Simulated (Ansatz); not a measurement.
# Co3Si5Ru2: the cost of one run

Computed with Ansatz 0.2.0 (DFT PBE, scalar-relativistic, plane waves, PAW, unless a step's input says otherwise).

1 further run of the same task is left out (set aside as unsound or not needed). Runs told in other sessions of the task aren't counted.

### 1 Starting point

The structure is tetragonal, space group P4/mmm (No. 123). Conventional cell: a = 2.895 Å, b = 2.895 Å, c = 13.775 Å, α = 90.00°, β = 90.00°, γ = 90.00°. Around Co (site symmetry 4mm) lie 8 Si at 2.43 Å and 5 Co at 2.62 to 2.90 Å and 1 Ru at 2.79 Å. Co (site symmetry 4/mmm) is surrounded by 8 Si at 2.43 Å and 2 Co at 2.62 Å. Si (site symmetry 4mm) is surrounded by 4 Co at 2.43 Å and 4 Ru at 2.53 Å and 1 Si at 2.62 Å. Si (site symmetry 4mm) is surrounded by 8 Co at 2.43 Å and 2 Si at 2.61 to 2.62 Å. Around Si (site symmetry 4/mmm) lie 8 Ru at 2.53 Å. Around Ru (site symmetry 4mm) lie 8 Si at 2.53 Å and 1 Co at 2.79 Å and 5 Ru at 2.90 to 2.97 Å.

Structure file:

```cif
data_structure
_symmetry_space_group_name_H-M 'P 1'
_symmetry_Int_Tables_number 1
_cell_length_a 2.8954
_cell_length_b 2.8954
_cell_length_c 13.7753
_cell_angle_alpha 90.000
_cell_angle_beta 90.000
_cell_angle_gamma 90.000
_cell_volume 115.48
loop_
_atom_site_label
_atom_site_type_symbol
_atom_site_fract_x
_atom_site_fract_y
_atom_site_fract_z
_atom_site_occupancy
Co1 Co 0.00000 0.00000 0.81012 1
Co2 Co 0.00000 0.00000 0.00000 1
Co3 Co 0.00000 0.00000 0.18988 1
Si1 Si 0.50000 0.50000 0.71522 1
Si2 Si 0.50000 0.50000 0.90510 1
Si3 Si 0.50000 0.50000 0.09490 1
Si4 Si 0.50000 0.50000 0.28478 1
Si5 Si 0.50000 0.50000 0.50000 1
Ru1 Ru 0.00000 0.00000 0.60767 1
Ru2 Ru 0.00000 0.00000 0.39233 1
```

The cell was relaxed beforehand at this level, from a generated guess; it needn't be the stable form of this composition. At a tolerance of 0.05 Å it has space group P4/mmm (No. 123); it has 11.55 Å³/atom, an uncorrected energy of -0.47 eV/atom over the elements.

### 2 Bands, states and charges

input.yaml reads:

```yaml
crystal:
  lattice:
    - [2.8953788836, 0.0, 0.0]
    - [0.0, 2.8953788836, 0.0]
    - [0.0, 0.0, 13.7753442455]
  atoms:
    - { symbol: Co, position: [0.0, 0.0, 0.8101248687] }
    - { symbol: Co, position: [0.0, 0.0, 0.0] }
    - { symbol: Co, position: [0.0, 0.0, 0.1898751313] }
    - { symbol: Si, position: [0.5, 0.5, 0.7152209091] }
    - { symbol: Si, position: [0.5, 0.5, 0.9051008946] }
    - { symbol: Si, position: [0.5, 0.5, 0.0948991054] }
    - { symbol: Si, position: [0.5, 0.5, 0.2847790909] }
    - { symbol: Si, position: [0.5, 0.5, 0.5] }
    - { symbol: Ru, position: [0.0, 0.0, 0.6076652214] }
    - { symbol: Ru, position: [0.0, 0.0, 0.3923347786] }
basis:
  ecutwfc: 420
kpoints:
  mp_grid: { grid: [14, 14, 4] }
  band_path:
    path:
      - [[0.0, 0.0, 0.0], [0.0, 0.5, 0.0], [0.5, 0.5, 0.0], [0.0, 0.0, 0.0], [0.0, 0.0, 0.5], [0.0, 0.5, 0.5], [0.5, 0.5, 0.5], [0.0, 0.0, 0.5]]
      - [[0.0, 0.5, 0.0], [0.0, 0.5, 0.5]]
      - [[0.5, 0.5, 0.0], [0.5, 0.5, 0.5]]
    npoints: 14
hamiltonian:
  xc: pbe
scf:
  occupations: { method: gaussian, width: 0.1 }
  n_extra_bands: 25
output:
  forces: true
  stress: true
  eigenvalues: true
  populations: true
  dos: { projected: true, de: 0.02, nscf_kmesh: { grid: [17, 17, 5] } }
  bader: true
  write_density: true
  write_potential: true
  elf: true
  volumetric_format: npy
checkpoint:
  read: start.run
  write: ck
  compress: false
  write_wavefunctions: false
  write_every: 100000
```

Run with:

```bash
$ ansatz run input.yaml --threads 4 --pin off --max-ram 8192MiB --backend cpu --events-out ev --progress --plain --runs-dir out
```

**Question.** How long does this run take on 4 threads of AMD EPYC (Zen 3), shared host, and how much memory does it need?

About 2.6 min, with a peak of 1.2 GiB.
